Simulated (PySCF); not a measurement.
# H4O2Pr ([Pr(H2O)2]4+): the cost of one run

Computed with PySCF 2.14.0 and routines of our own; the level stands in each step. Atoms count from 0.

### 1 The system as given

7 atoms, charge 4, states of the metal's open shell are computed; geometry from: model geometry, bond lengths from ionic radii.

### 2 Ligand-field states: state-averaged CASSCF

The job: settings as JSON, then the geometry in Å.

```
{"job": {"kind": "lf", "basis": {"metal": "x2c-TZVPall", "ligand": "x2c-SVPall"}, "nevpt": true}, "charge": 4, "metal": "Pr", "open_shell": "f1"}
Pr     0.000000     0.000000     0.000000
O      0.000000     0.000000     2.010000
H      0.775000     0.000000     2.585000
H     -0.775000     0.000000     2.585000
O      0.000000     0.000000    -2.010000
H      0.775000     0.000000    -2.585000
H     -0.775000     0.000000    -2.585000
```

Level: state-averaged CASSCF of the metal f shell, SC-NEVPT2 on the averaged canonical orbitals, state-interaction spin-orbit coupling.

Run with:

```bash
OMP_NUM_THREADS=1 python lf_run.py task.json out
```

One launch serves the whole session: the jobs run in the order shown.

**Question.** How long does this first job take on 1 thread of Arm Neoverse N1, shared host, and how much memory does it need?

About 36 s, with a peak of 0.38 GiB.
